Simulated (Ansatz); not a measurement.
# C2H12Al2N2: the cost of one run

Program: Ansatz 0.2.0, Gaussian basis. Level of theory: functionals in def2-TZVPP, the program's frozen cores in correlated methods. These are calculated values, not measurements.

Plan: LDA (SPW92), PBE-D4, revPBE-D4, BLYP-D4, r2SCAN-D4, B97M-V, PBE0-D4, B3LYP-D4, r2SCANh-D4, r2SCAN0-D4, HSE06-D4, BHLYP-D4, CAM-B3LYP-D4, LC-ωPBE, ωB97X-V, ωB97M-V, B2PLYP, PBE-QIDH; CCSD(T)/def2-SVP; MP2/def2-TZVPP; RPA on PBE.

1 further run of the same task is left out (it didn't finish). Runs told in other sessions of the task aren't counted.

### 1 The geometry

An earlier PBE0-D4 in a triple-zeta def2 set relaxation fixed the geometry.

SMILES `[CH3][Al@H-]1[NH2+][Al@@H-]([CH3])[NH2+]1`, 18 atoms, charge 0, spin multiplicity 1.

Atoms are counted from 1 here; the program's logs count them from 0.

Bond lengths: C1–Al2 1.960 Å, C1–H7 1.095 Å, C1–H8 1.096 Å, C1–H9 1.095 Å, Al2–N3 1.959 Å, Al2–N6 1.959 Å, Al2–H10 1.596 Å, N3–Al4 1.959 Å, N3–H11 1.014 Å, N3–H12 1.014 Å, Al4–C5 1.960 Å, Al4–N6 1.959 Å, Al4–H13 1.596 Å, C5–H14 1.095 Å, C5–H15 1.096 Å, C5–H16 1.095 Å, N6–H17 1.014 Å, N6–H18 1.014 Å. Angles: Al2–C1–H7 111.9°, Al2–C1–H8 112.2°, Al2–C1–H9 111.9°, H7–C1–H8 107.0°, H7–C1–H9 106.6°, H8–C1–H9 107.0°, C1–Al2–N3 110.3°, C1–Al2–N6 110.3°, C1–Al2–H10 123.5°, N3–Al2–N6 87.8°, N3–Al2–H10 109.6°, N6–Al2–H10 109.6°, Al2–N3–Al4 92.1°, Al2–N3–H11 114.7°, Al2–N3–H12 114.3°, Al4–N3–H11 114.7°, Al4–N3–H12 114.3°, H11–N3–H12 106.8° and more.

Coordinates:

```
C     0.47326    2.45347   -0.19253
Al    1.18396    0.83051    0.64654
N     1.27601   -0.62627   -0.65971
Al   -0.23620   -1.55754    0.16710
C    -1.82694   -1.41506   -0.96972
N    -0.25264   -0.15877    1.53827
H     1.19734    2.91048   -0.87507
H    -0.43452    2.25633   -0.77419
H     0.21826    3.21768    0.54907
H     2.49255    0.81245    1.56044
H     1.12366   -0.34282   -1.62091
H     2.14556   -1.14683   -0.64288
H     0.26714   -2.92947    0.80927
H    -1.74872   -2.04590   -1.86133
H    -1.99811   -0.38968   -1.31702
H    -2.73407   -1.72993   -0.44339
H    -1.12804    0.34612    1.61706
H    -0.01851   -0.48477    2.46902
```

### 2 LDA

This LDA is Slater exchange with PW92 correlation.

Input file in.yaml:

```yaml
crystal:
  periodic: [false, false, false]
  atoms:
    - {symbol: C, position_ang: [0.473265, 2.453469, -0.192532]}
    - {symbol: Al, position_ang: [1.183956, 0.830512, 0.646543]}
    - {symbol: N, position_ang: [1.276007, -0.626267, -0.659709]}
    - {symbol: Al, position_ang: [-0.236205, -1.557536, 0.167098]}
    - {symbol: C, position_ang: [-1.826940, -1.415057, -0.969721]}
    - {symbol: N, position_ang: [-0.252638, -0.158773, 1.538272]}
    - {symbol: H, position_ang: [1.197344, 2.910476, -0.875072]}
    - {symbol: H, position_ang: [-0.434518, 2.256335, -0.774195]}
    - {symbol: H, position_ang: [0.218259, 3.217679, 0.549066]}
    - {symbol: H, position_ang: [2.492555, 0.812453, 1.560435]}
    - {symbol: H, position_ang: [1.123658, -0.342820, -1.620909]}
    - {symbol: H, position_ang: [2.145561, -1.146832, -0.642877]}
    - {symbol: H, position_ang: [0.267139, -2.929472, 0.809272]}
    - {symbol: H, position_ang: [-1.748717, -2.045897, -1.861334]}
    - {symbol: H, position_ang: [-1.998105, -0.389683, -1.317018]}
    - {symbol: H, position_ang: [-2.734066, -1.729930, -0.443389]}
    - {symbol: H, position_ang: [-1.128038, 0.346118, 1.617056]}
    - {symbol: H, position_ang: [-0.018506, -0.484774, 2.469023]}
basis:
  gaussian: {orbitals: def2-TZVPP}
hamiltonian: {xc: lda}
output: {orbitals: {seedname: orbitals}}
```

The run is started by

```sh
> ansatz run in.yaml --threads 4 --pin off --events-out ev --progress --plain --max-ram 11315MiB
```

What time and memory should one allow on 4 threads of Intel Xeon Platinum 8375C at 2.90GHz, shared host?

About 5.5 s, with a peak of 0.7 GiB.
